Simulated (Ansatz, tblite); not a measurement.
# Ga(CO)H3 (CH₃GaO): removing an electron

One table from this session's results is given with a row withheld; the runs are named, their logs left out.

Method: as each input shows; program: Ansatz 0.2.0, Gaussian basis.

The runs, in order: charge +1 doublet, at the geometry of the singlet (PBE0-D4/def2-TZVP, PBE-D4/def2-TZVP, r2SCAN-D4/def2-TZVP, CCSD(T)/def2-TZVPP); the starting singlet's energies come from earlier runs.

## The structure

The geometry is that of the singlet, from an earlier relaxation (PBE0-D4/def2-TZVP).

6 atoms, charge 0, spin multiplicity 1.

Atoms are counted from 1 here; the program's logs count them from 0.

Bond lengths: Ga1–C2 2.217 Å, Ga1–H4 1.573 Å, Ga1–H5 1.572 Å, Ga1–H6 1.574 Å, C2–O3 1.119 Å. Angles: C2–Ga1–H4 94.6°, C2–Ga1–H5 95.7°, C2–Ga1–H6 94.3°, H4–Ga1–H5 119.4°, H4–Ga1–H6 119.2°, H5–Ga1–H6 119.3°, Ga1–C2–O3 178.4°.

The first run:

File in.yaml:

```yaml
crystal:
  periodic: [false, false, false]
  atoms:
    - {symbol: Ga, position_ang: [-0.012696, 0.004169, -0.858627]}
    - {symbol: C, position_ang: [0.014500, 0.010286, 1.357743]}
    - {symbol: O, position_ang: [0.037984, -0.015867, 2.476619]}
    - {symbol: H, position_ang: [1.553983, 0.005402, -1.003994]}
    - {symbol: H, position_ang: [-0.802453, 1.355491, -1.008590]}
    - {symbol: H, position_ang: [-0.791328, -1.359479, -0.963151]}
basis:
  gaussian: {orbitals: def2-TZVP}
total_charge: 1
magnetization: {spin_polarized: true, initial_magnetization: 1}
hamiltonian: {xc: pbe0, dispersion: d4}
output: {orbitals: {seedname: orbitals}}
```

Launch:

```
$ ansatz run in.yaml --threads 4 --pin off --events-out ev --progress --plain --max-ram 3916MiB
```

Steps of the session up to this table: Charge +1 doublet at the fixed geometry, PBE0-D4/def2-TZVP; Charge +1 doublet at the fixed geometry, PBE-D4/def2-TZVP; Charge +1 doublet at the fixed geometry, r2SCAN-D4/def2-TZVP; Charge +1 doublet at the fixed geometry, CCSD(T)/def2-TZVPP.

One of the session's tables, all rows but one given; the rest of the session is left out.

```
             method  vertical ionisation energy (eV)
      HF/def2-TZVPP                            10.19
   PBE-D4/def2-TZVP                            10.48
r2SCAN-D4/def2-TZVP                            10.60
  PBE0-D4/def2-TZVP                                ?
     MP2/def2-TZVPP                            10.82
    CCSD/def2-TZVPP                            10.87
 CCSD(T)/def2-TZVPP                            10.85
```

**Question.** Estimate the row for PBE0-D4/def2-TZVP.

The run gave: vertical ionisation energy (eV): 10.68. In the column «vertical ionisation energy (eV)» it lies between r2SCAN-D4/def2-TZVP (10.60) and MP2/def2-TZVPP (10.82).
